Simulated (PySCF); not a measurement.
# EuH6N3 (Eu(NH2)3): the cost of one run

Program: PySCF 2.14.0. Level of theory: B3LYP, Eu lcecp-1-SVP with ECP52, N def2-SVP, H def2-SVP; scalar-relativistic core potentials, no spin–orbit coupling. These are calculated values, not measurements.

4 further runs of the same task are left out: 2 for a known fault of the program, 2 that didn't finish.

### Step 1. Starting geometry

10 atoms, charge 0, spin multiplicity 1.

Bond lengths: Eu1–N2 2.291 Å, Eu1–N5 2.290 Å, Eu1–N8 2.290 Å, N2–H3 1.018 Å, N2–H4 1.018 Å, N5–H6 1.018 Å, N5–H7 1.018 Å, N8–H9 1.018 Å, N8–H10 1.018 Å. Angles: N2–Eu1–N5 120.0°, N2–Eu1–N8 120.0°, N5–Eu1–N8 120.0°, Eu1–N2–H3 125.4°, Eu1–N2–H4 125.4°, H3–N2–H4 109.2°, Eu1–N5–H6 125.4°, Eu1–N5–H7 125.4°, H6–N5–H7 109.2°, Eu1–N8–H9 125.4°, Eu1–N8–H10 125.4°, H9–N8–H10 109.2°.

Geometry (Å):

```xyz
10

Eu    0.0000    0.0000    0.0000
N     2.2905    0.0000    0.0000
H     2.8805    0.0000    0.8300
H     2.8805    0.0000   -0.8300
N    -1.1452    1.9836    0.0000
H    -1.4402    2.4946    0.8300
H    -1.4402    2.4946   -0.8300
N    -1.1453   -1.9836    0.0000
H    -1.4403   -2.4946    0.8300
H    -1.4403   -2.4946   -0.8300
```

Formal oxidation states: Eu +3. Each metal's 6 4f electrons lie in its core potential, so multiplicities, spins and levels count the valence alone.

### Step 2. SCF at the start, singlet

The input, run.py (the lines that set the calculation):

```python
mol = gto.M(atom='''
Eu     0.00000     0.00000     0.00000
N      2.29050     0.00000     0.00000
H      2.88050     0.00000     0.83000
H      2.88050     0.00000    -0.83000
N     -1.14520     1.98360     0.00000
H     -1.44020     2.49460     0.83000
H     -1.44020     2.49460    -0.83000
N     -1.14530    -1.98360     0.00000
H     -1.44030    -2.49460     0.83000
H     -1.44030    -2.49460    -0.83000''',
    basis={'Eu': 'lcecp-1-SVP', 'N': 'def2-SVP', 'H': 'def2-SVP'},
    ecp={'Eu': 'lcecp-1-SVP'},
    charge=0, spin=0)
mf = dft.RKS(mol, xc='B3LYP')
mf.grids.atom_grid = (50, 194)  # f atoms: unpruned, at least (60, 302)
mf = mf.density_fit()  # fitting sets: Eu AutoAux, N def2-universal-JKFIT, H def2-universal-JKFIT
mf.conv_tol = 1e-08; mf.max_cycle = 55
mf.kernel(dm0)  # dm0: free metal ions and neutral atoms
```

The run is started by

```console
$ OMP_NUM_THREADS=2 python run.py
```

**Question.** How long does this run take on 2 threads of Arm Neoverse V2, shared host, and how much memory does it need?

About 2.9 s, with a peak of 0.66 GiB.
